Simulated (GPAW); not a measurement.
Crystal: HPbNO4.

```
H Pb N O
1.0
     4.27531   -0.00040    0.00636
    -2.08399    5.20775   -0.04907
    -2.12377   -1.86574    4.91491
H Pb N O
1 1 1 4
Direct
  0.99073 0.03330 0.90994
  0.50274 0.81989 0.14287
  0.00838 0.47408 0.50265
  0.99816 0.92741 0.02877
  0.19467 0.73435 0.60852
  0.81673 0.35882 0.24556
  0.01381 0.33121 0.65217
```

The cell was built by a generator and needn't be a form met in nature.

Base run:

```yaml
Program: GPAW 26.7.0
Functional: RPBE
Potentials_or_basis: the program's PAW data sets (release 1.2.1) made for this functional
Cutoff: 800 eV
Basis: pw
k_mesh: 6 × 4 × 4
Occupations: fermi-dirac, width 0.05 eV
Spin: no spin polarisation
```

Its results: band gap on the k mesh 2.91 eV, indirect (least direct gap 3.20 eV); pressure 2.1 GPa; largest force 0.298 eV/Å.

Problem. The run is repeated on the same cell with these changes: functional from RPBE to revPBE. What comes out?

Solution. Band gap on the k mesh 2.90 eV, indirect (least direct gap 3.20 eV); pressure 1.5 GPa; largest force 0.206 eV/Å.

Caveats: spin-orbit coupling is left out, which as a rule narrows the gap of such compounds by several tenths of an eV.

A k mesh can miss the band edges.
